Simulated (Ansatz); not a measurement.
**Co: stress in a strained cell**

Aim: deform Co (zz strain of -3 %) and compute stress, forces and field gradients with LAPW, PAW and all-electron datasets made for the crystal.

Computed with Ansatz 0.2.0 (DFT PBEsol, scalar-relativistic, unless a step's input says otherwise).

## 1. The structure to begin with

The structure is hexagonal, space group P6_3/mmc (No. 194). The conventional cell has a = 2.519 Å, b = 2.519 Å, c = 4.091 Å, α = 90.00°, β = 90.00°, γ = 120.00°. Co (site symmetry -6m2) has 12 Co at 2.51 to 2.52 Å as nearest neighbours.

Coordinates:

```
CELL_PARAMETERS angstrom
2.51900 0.00000 0.00000
-1.25950 2.18152 0.00000
0.00000 0.00000 4.09100
ATOMIC_POSITIONS crystal
Co 0.33333 0.66667 0.25000
Co 0.66667 0.33333 0.75000
```

Atoms are numbered in the order of the input: Co1, Co2.

## 2. After the deformation

Space group P6_3/mmc before, P6_3/mmc after.

## 3. All-electron LAPW

Contents of input.yaml:

```yaml
crystal:
  lattice:
    - [2.5190008694, 0.0, 0.0]
    - [-1.2595004347, 2.1815187451, 0.0]
    - [0.0, 0.0, 3.96827]
  atoms:
    - { symbol: Co, position: [0.3333333333, 0.6666666667, 0.25], spin: 2.0 }
    - { symbol: Co, position: [0.6666666667, 0.3333333333, 0.75], spin: 2.0 }
magnetization:
  spin_polarized: true
kpoints:
  mp_grid: { grid: [19, 19, 10] }
  band_path:
    path:
      - [0.0, 0.0, 0.0]
      - [0.5, 0.0, 0.0]
      - [0.3333333333, 0.3333333333, 0.0]
      - [0.0, 0.0, 0.0]
      - [0.0, 0.0, 0.5]
      - [0.5, 0.0, 0.5]
      - [0.3333333333, 0.3333333333, 0.5]
      - [0.0, 0.0, 0.5]
      - [0.5, 0.0, 0.5]
    npoints: 5
scf:
  occupations: { method: fermi_dirac, width: 0.05 }
hamiltonian:
  xc: pbesol
  pseudopotentials: { kind: all_electron, lapw: { basis_error: 0.0005 } }
output:
  forces: true
  stress: true
  eigenvalues: true
```

Started as:

```bash
$ ansatz run input.yaml --threads 1 --pin off --max-ram 3072MiB --backend cpu --events-out ev --progress --plain --runs-dir out
```

## 4. Frozen-core PAW

Contents of input.yaml:

```yaml
crystal:
  lattice:
    - [2.5190008694, 0.0, 0.0]
    - [-1.2595004347, 2.1815187451, 0.0]
    - [0.0, 0.0, 3.96827]
  atoms:
    - { symbol: Co, position: [0.3333333333, 0.6666666667, 0.25], spin: 2.0 }
    - { symbol: Co, position: [0.6666666667, 0.3333333333, 0.75], spin: 2.0 }
magnetization:
  spin_polarized: true
kpoints:
  mp_grid: { grid: [19, 19, 10] }
scf:
  occupations: { method: fermi_dirac, width: 0.05 }
hamiltonian:
  xc: pbesol
  pseudopotentials: { kind: paw }
output:
  forces: true
  stress: true
  eigenvalues: true
  efg: { contact_densities: true }
```

## 5. All-electron PAW on datasets made for the crystal

input.yaml: that of step 4 with these lines changed.

```diff
@@ -16,3 +16,3 @@
   xc: pbesol
-  pseudopotentials: { kind: paw }
+  pseudopotentials: { kind: all_electron, datasets: crystal }
 output:
```

(Steps that only read results are left out.)

**Question.** What will these runs give? Wanted: pressure; largest shear or deviatoric stress.

**Answer**, as computed:

| quantity | value |
| --- | --- |
| pressure | LAPW -10.70, PAW -10.63, crystal datasets -10.70 GPa |
| largest shear or deviatoric stress (LAPW) | 4.66 GPa |

The largest part of the stress beyond the pressure is 4.66 GPa in size, in the zz component; the atoms are carried along and not relaxed. No run of the undeformed cell stands beside it, so the pressure holds what the given cell had before the change. PAW: stress within 0.09 GPa of LAPW. Crystal datasets: stress within 0.01 GPa of LAPW. Other magnetic orders may lie lower; this is the state that the run reached.
